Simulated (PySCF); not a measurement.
**One shape, several levels: C2H7BFN (SMILES CN(C)BF)**

Wanted: a comparison of 4 runs (HF/3-21G, HF/def2-SVP, B3LYP/6-31G*, wB97X/6-311+G**) of C2H7BFN. Input form: a Python script.

Program for the calculation: PySCF 2.14.0.

## 1. The structure to begin with

C2H7BFN: 12 atoms, total charge 0, spin state singlet. As SMILES, `CN(C)BF`. The shape is that of a PBE0-D4/def2-TZVP optimisation. This is one conformer, not always the lowest.

Bond lengths: C1–N2 1.441 Å, N2–C3 1.444 Å, N2–B4 1.390 Å, B4–F5 1.341 Å, C1–H6 1.096 Å, C1–H7 1.090 Å, C1–H8 1.096 Å, C3–H9 1.096 Å, C3–H10 1.096 Å, C3–H11 1.089 Å, B4–H12 1.197 Å. Some angles: C1–N2–C3 114.5°, C1–N2–B4 122.2°, C3–N2–B4 123.3°, N2–B4–F5 120.0°, N2–C1–H6 111.0°, N2–C1–H7 109.9°, N2–C1–H8 111.0°, N2–C3–H9 110.8°, N2–C3–H10 110.8°, N2–C3–H11 110.1°.

## 2. Energy and forces at HF/3-21G (run 1)

File job.py:

```python
# CN(C)BF
from pyscf import gto, scf

molecule = gto.M(
    atom=[
    ('C', (-0.787800, 1.088500, 0.184400)),
    ('N', (0.149100, 0.026500, -0.084200)),
    ('C', (-0.238800, -1.261200, 0.441200)),
    ('B', (1.326200, 0.239300, -0.793100)),
    ('F', (2.166700, -0.781300, -1.017900)),
    ('H', (-0.925400, 1.228400, 1.263000)),
    ('H', (-0.423000, 2.022700, -0.241800)),
    ('H', (-1.769200, 0.867000, -0.251000)),
    ('H', (-0.350500, -1.219700, 1.530700)),
    ('H', (-1.198200, -1.581300, 0.019100)),
    ('H', (0.515500, -2.007100, 0.196700)),
    ('H', (1.612200, 1.323100, -1.213100)),
],
    basis='3-21g',
    max_memory=1860,
    spin=0,
    verbose=3,
)

myscf = scf.RHF(molecule)
myscf.conv_tol = 1e-10
myscf.kernel()
if not myscf.converged:
    myscf = myscf.newton().run(myscf.mo_coeff, myscf.mo_occ)

e_tot = myscf.e_tot
print('Final energy', e_tot)
grad = myscf.nuc_grad_method().kernel()
myscf.analyze()
```

Command:

```
$ OMP_NUM_THREADS=1 python job.py
```

Output:

```text
converged SCF energy = -257.073553533117
[... 12 lines left out ...]
MO #3   energy= -11.2030158903521  occ= 2
[... 6 lines left out ...]
MO #10  energy= -0.73371243403137  occ= 2
[... 6 lines left out ...]
MO #17  energy= -0.54327782799784  occ= 2
[... 6 lines left out ...]
MO #24  energy= 0.315236900894579  occ= 0
[... 6 lines left out ...]
MO #31  energy= 0.462566330375441  occ= 0
[... 6 lines left out ...]
MO #38  energy= 0.987755344931652  occ= 0
[... 6 lines left out ...]
MO #45  energy= 1.31899410109612   occ= 0
[... 6 lines left out ...]
MO #52  energy= 1.93930152840059   occ= 0
[... 6 lines left out ...]
MO #59  energy= 4.08622828497446   occ= 0
[... 13 lines left out ...]
Dipole moment(X, Y, Z, Debye): -2.23227,  0.52929,  1.11977
```

It took 2.4 s on 1 thread of Intel Xeon at 2.70GHz, shared host; peak memory 0.13 GiB.

## 3. Energy and gradient at HF/def2-SVP (run 2)

File run.py:

```python
import pyscf.grad
from pyscf import gto, scf

system = gto.M(
    atom='''
C       -0.787800       1.088500       0.184400
N        0.149100       0.026500      -0.084200
C       -0.238800      -1.261200       0.441200
B        1.326200       0.239300      -0.793100
F        2.166700      -0.781300      -1.017900
H       -0.925400       1.228400       1.263000
H       -0.423000       2.022700      -0.241800
H       -1.769200       0.867000      -0.251000
H       -0.350500      -1.219700       1.530700
H       -1.198200      -1.581300       0.019100
H        0.515500      -2.007100       0.196700
H        1.612200       1.323100      -1.213100
''',
    basis='def2-svp',
    max_memory=1860,
    verbose=4,
)

hf = scf.RHF(system)
hf.conv_tol = 1e-10
hf.kernel()
if not hf.converged:
    hf = hf.newton().run(hf.mo_coeff, hf.mo_occ)

e_final = hf.e_tot
print('E(%s) = %.9f' % ('HF', e_final))
grad = hf.Gradients().kernel()
dip = hf.dip_moment()
pop, q = hf.mulliken_pop()
```

Command:

```
$ OMP_NUM_THREADS=1 python run.py
```

Output:

```text
PySCF version 2.14.0

[... 68 lines left out ...]
converged SCF energy = -258.282470178908
[... 12 lines left out ...]
Dipole moment(X, Y, Z, Debye): -2.09224,  0.53187,  1.04099
[... 118 lines left out ...]
charge of   11H =     -0.13997
```

It took 11 s on 1 thread of Intel Xeon at 2.70GHz, shared host; peak memory 0.23 GiB.

Run 3 isn't shown in full; the table further down has it.

## 4. Energy and forces at wB97X/6-311+G(d,p) (run 4)

File input.py:

```python
import pyscf.grad
from pyscf import gto, dft

mol = gto.M(
    atom='''
C       -0.787800       1.088500       0.184400
N        0.149100       0.026500      -0.084200
C       -0.238800      -1.261200       0.441200
B        1.326200       0.239300      -0.793100
F        2.166700      -0.781300      -1.017900
H       -0.925400       1.228400       1.263000
H       -0.423000       2.022700      -0.241800
H       -1.769200       0.867000      -0.251000
H       -0.350500      -1.219700       1.530700
H       -1.198200      -1.581300       0.019100
H        0.515500      -2.007100       0.196700
H        1.612200       1.323100      -1.213100
''',
    charge=0,
    verbose=3,
    basis='6-311+g**',
    max_memory=1860,
)

ks = dft.RKS(mol, xc='wb97x')
ks.conv_tol = 1e-10
ks.grids.level = 5
ks.kernel()
if not ks.converged:
    ks = ks.newton().run(ks.mo_coeff, ks.mo_occ)

e_final = ks.e_tot
print(f'total energy: {e_final:.8f} hartree')
grad = ks.Gradients().kernel()
dip = ks.dip_moment()
pop, q = ks.mulliken_pop()
```

Command:

```
$ OMP_NUM_THREADS=1 python input.py
```

Output:

```text
converged SCF energy = -259.970980808721
total energy: -259.97098081 hartree
[... 8 lines left out ...]
Dipole moment(X, Y, Z, Debye): -2.15659,  0.45403,  1.09572
[... 165 lines left out ...]
charge of   11H =     -0.00970
```

It took 3.2 min on 1 thread of Intel Xeon at 2.70GHz, shared host; peak memory 1.8 GiB.

## 5. Overview of the runs

| run | level | integration grid | energy (Eh) | dipole moment (D) | HOMO energy (eV) | LUMO energy (eV) | wall time |
| --- | --- | --- | --- | --- | --- | --- | --- |
| 1 | HF/3-21G | – | -257.073554 | 2.55 | -10.31 | 5.43 | 2.4 s |
| 2 | HF/def2-SVP | – | -258.282470 | 2.40 | -10.49 | 4.70 | 11 s |
| 3 | B3LYP/6-31G* (spherical functions) | 5 | -259.960723 | 2.22 | -6.80 | 1.38 | 38 s |
| 4 | wB97X/6-311+G** | 5 | -259.970981 | 2.46 | -9.72 | 1.78 | 3.2 min |

## 6. Results

| quantity | value |
| --- | --- |
| run 4: total energy | -259.97098 Eh |
| run 4: dipole moment | 2.46 D |
| run 4: HOMO energy | -9.72 eV |
| run 4: LUMO energy | 1.78 eV |
| run 4: HOMO–LUMO gap | 11.51 eV |
| run 4: largest force on an atom | 0.552 eV/Å |

The dipole moment (its size) runs from 2.22 D (B3LYP/6-31G*) to 2.55 D (HF/3-21G). The two ends differ in method and basis. The HOMO–LUMO gap runs from 8.18 eV (B3LYP/6-31G*) to 15.74 eV (HF/3-21G). Totals of different functionals can't be ranked against each other. All runs together took 4.1 min, the longest 3.2 min.
